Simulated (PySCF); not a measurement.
# C5H12NOPSi: the cost of one run

Computed with PySCF 2.14.0 and routines of our own; the level stands in each step. Atoms count from 0.

## 1. The starting structure

21 atoms, charge 0, multiplicity 1; geometry from: GFN2-xTB.

## 2. Vibronic structure: TDDFT B3LYP/6-31G*

Job settings and geometry (Å):

```
{"job": {"kind": "vib", "xc": "B3LYP", "basis": "6-31G*", "tda": false}, "charge": 0, "multiplicity": 1}
C      3.006261     0.453254     0.386112
C      2.154863    -0.378850     0.969021
C      0.908173    -0.900507     0.398084
C      0.603294    -0.789785    -1.133058
P     -0.521388     0.166658    -0.076461
C     -0.126208     1.969081     0.034350
O     -1.237270     2.691636    -0.379318
N     -2.054427     0.001069     0.190042
Si    -3.010945    -1.436406     0.189167
H      2.868977     0.826654    -0.614170
H      3.892985     0.790002     0.893266
H      2.356975    -0.719270     1.977321
H      0.601776    -1.851432     0.826905
H      1.352552    -0.294428    -1.733802
H      0.231614    -1.698166    -1.590787
H      0.146123     2.194834     1.079600
H      0.717487     2.222877    -0.612230
H     -2.026262     2.205359    -0.086034
H     -4.346953    -0.921061     0.467302
H     -2.566737    -2.378474     1.224449
H     -2.959811    -2.136105    -1.100825
```

Level: TDDFT B3LYP/6-31G* vertical-gradient vibronic structure (displaced harmonic oscillators, Condon), gas phase.

Command:

```console
$ OMP_NUM_THREADS=1 python excited_run.py task.json out
```

One launch serves the whole session: the jobs run in the order shown.

**Question.** How long does this first job take on 1 thread of Intel Xeon Platinum 8488C, shared host, and how much memory does it need?

About 66 s, with a peak of 1 GiB.
